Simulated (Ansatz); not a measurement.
# LuTl3: the cost of one run

Program: Ansatz 0.2.0. Level of theory: DFT PBEsol, scalar-relativistic. These are calculated values, not measurements.

### 1 The starting structure

Symmetry: Pm-3m, No. 221, cubic system. Conventional cell: a = 4.653 Å, b = 4.653 Å, c = 4.653 Å, α = 90.00°, β = 90.00°, γ = 90.00°. Lu (site symmetry m-3m) is surrounded by 12 Tl at 3.29 Å. Tl (site symmetry 4/mmm) is surrounded by 4 Lu at 3.29 Å and 8 Tl at 3.29 Å.

Structure file:

```
Lu Tl
1.0
     4.65300    0.00000    0.00000
     0.00000    4.65300    0.00000
     0.00000    0.00000    4.65300
Lu Tl
1 3
Direct
  0.00000 0.00000 0.00000
  0.00000 0.50000 0.50000
  0.50000 0.00000 0.50000
  0.50000 0.50000 0.00000
```

Atoms are numbered in the order of the input: Lu1, Tl2, Tl3, Tl4.

### 2 Volume × 0.94, LAPW

File input.yaml:

```yaml
crystal:
  lattice:
    - [4.5580141638, 0.0, 0.0]
    - [0.0, 4.5580141638, 0.0]
    - [0.0, 0.0, 4.5580141638]
  atoms:
    - { symbol: Lu, position: [0.0, 0.0, 0.0] }
    - { symbol: Tl, position: [0.0, 0.5, 0.5] }
    - { symbol: Tl, position: [0.5, 0.0, 0.5] }
    - { symbol: Tl, position: [0.5, 0.5, 0.0] }
kpoints:
  mp_grid: { grid: [7, 7, 7] }
  band_path:
    path:
      - [0.0, 0.0, 0.0]
      - [0.0, 0.5, 0.0]
      - [0.5, 0.5, 0.0]
      - [0.0, 0.0, 0.0]
      - [0.5, 0.5, 0.5]
      - [0.0, 0.5, 0.0]
      - [0.5, 0.5, 0.5]
      - [0.5, 0.5, 0.0]
    npoints: 5
scf:
  occupations: { method: fermi_dirac, width: 0.08 }
hamiltonian:
  xc: pbesol
  pseudopotentials: { kind: all_electron, lapw: { basis_error: 0.001 } }
output:
  forces: true
  stress: true
  eigenvalues: true
```

Started as:

```bash
$ ansatz run input.yaml --threads 1 --pin off --max-ram 4096MiB --backend cpu --events-out ev --progress --plain --runs-dir out
```

Q: Estimate wall time and peak memory on 1 thread of Arm Neoverse N1, shared host.

About 1.9 min, with a peak of 0.48 GiB.
